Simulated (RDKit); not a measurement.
# CH3ClO2Si (SMILES O=C[SiH](O)Cl) at MMFF94

Wanted: a structure relaxation of CH3ClO2Si. Input form: a Python script.

The calculation is run with RDKit 2026.09.1.

1 further run of the same task is left out (set aside as unsound or not needed).

### Step 1. The structure to begin with

CH3ClO2Si has 8 atoms, charge 0, and is taken as a singlet. As SMILES, `O=C[SiH](O)Cl`. The shape is that of a GFN2-xTB optimisation. This is one conformer, not always the lowest. The run starts from this shape.

Bond lengths: O1–C2 1.207 Å, C2–Si3 1.925 Å, Si3–O4 1.615 Å, Si3–Cl5 2.004 Å, C2–H6 1.108 Å, Si3–H7 1.454 Å, O4–H8 0.957 Å. Angles: O1–C2–Si3 120.6°, C2–Si3–O4 106.9°, C2–Si3–Cl5 109.1°, O4–Si3–Cl5 109.3°, O1–C2–H6 119.3°, Si3–C2–H6 120.1°, C2–Si3–H7 110.6°, O4–Si3–H7 109.9°, Cl5–Si3–H7 111.0°, Si3–O4–H8 121.3°.

### Step 2. A structure relaxation at MMFF94

Contents of mol.sdf:

```

     RDKit          3D

  8  7  0  0  0  0  0  0  0  0999 V2000
    0.5208    0.7136    1.8016 O   0  0  0  0  0  0  0  0  0  0  0  0
   -0.0388    1.0128    0.7746 C   0  0  0  0  0  0  0  0  0  0  0  0
   -0.2889   -0.2886   -0.6214 Si  0  0  2  0  0  4  0  0  0  0  0  0
    0.5201   -1.6144   -0.1794 O   0  0  0  0  0  0  0  0  0  0  0  0
    0.4875    0.4222   -2.3262 Cl  0  0  0  0  0  0  0  0  0  0  0  0
   -0.4087    2.0482    0.6414 H   0  0  0  0  0  0  0  0  0  0  0  0
   -1.6994   -0.6009   -0.7825 H   0  0  0  0  0  0  0  0  0  0  0  0
    0.9075   -1.6930    0.6918 H   0  0  0  0  0  0  0  0  0  0  0  0
  2  1  2  0
  3  2  1  0
  4  3  1  0
  5  3  1  0
  6  2  1  0
  3  7  1  6
  8  4  1  0
M  END
$$$$
```

Contents of ff.py:

```python
# MMFF94 minimise with RDKit
import json
import numpy as np
from rdkit import Chem
from rdkit.Chem import AllChem

m = Chem.MolFromMolFile("mol.sdf", removeHs=False)
symbols = [a.GetSymbol() for a in m.GetAtoms()]
start = m.GetConformer().GetPositions().copy()

props = AllChem.MMFFGetMoleculeProperties(m, mmffVariant="MMFF94")
ff = AllChem.MMFFGetMoleculeForceField(m, props)
e0 = ff.CalcEnergy()
print(f"start   E = {e0:.5f} kcal/mol")
path, flag, n = [], 1, 0
while flag and n < 2000:
    flag = ff.Minimize(maxIts=20, forceTol=0.0001)
    n += 20
    path.append((n, ff.CalcEnergy(), m.GetConformer().GetPositions().tolist()))
    print(f"{n:5d}   E = {path[-1][1]:.5f} kcal/mol")
print("converged" if flag == 0 else "iteration limit reached")
final = m.GetConformer().GetPositions()
for a, p in zip(symbols, final):
    print(f"{a:<2} {p[0]:11.5f} {p[1]:11.5f} {p[2]:11.5f}")
print(f"energy gained {e0 - path[-1][1]:.4f} kcal/mol")
json.dump(dict(symbols=symbols, start=start.tolist(), start_energy=e0, energy=path[-1][1], final=final.tolist(), path=path, success=flag == 0), open("results.json", "w"))
```

Run with:

```
python ff.py
```

Q: Predict the results. Wanted: steric energy.

Computed results:

At MMFF94:

| quantity | value |
| --- | --- |
| steric energy (arbitrary zero) | 0.02544 Eh |

At the final geometry: Bond lengths: O1–C2 1.224 Å, C2–Si3 1.873 Å, Si3–O4 1.664 Å, Si3–Cl5 2.051 Å, C2–H6 1.100 Å, Si3–H7 1.485 Å, O4–H8 0.972 Å. Angles: O1–C2–Si3 118.8°, C2–Si3–O4 114.3°, C2–Si3–Cl5 109.6°, O4–Si3–Cl5 104.7°, O1–C2–H6 124.0°, Si3–C2–H6 117.2°, C2–Si3–H7 112.1°, O4–Si3–H7 109.1°, Cl5–Si3–H7 106.5°, Si3–O4–H8 113.8°. The optimisation took 100 steps and changed the energy by -0.222 eV.
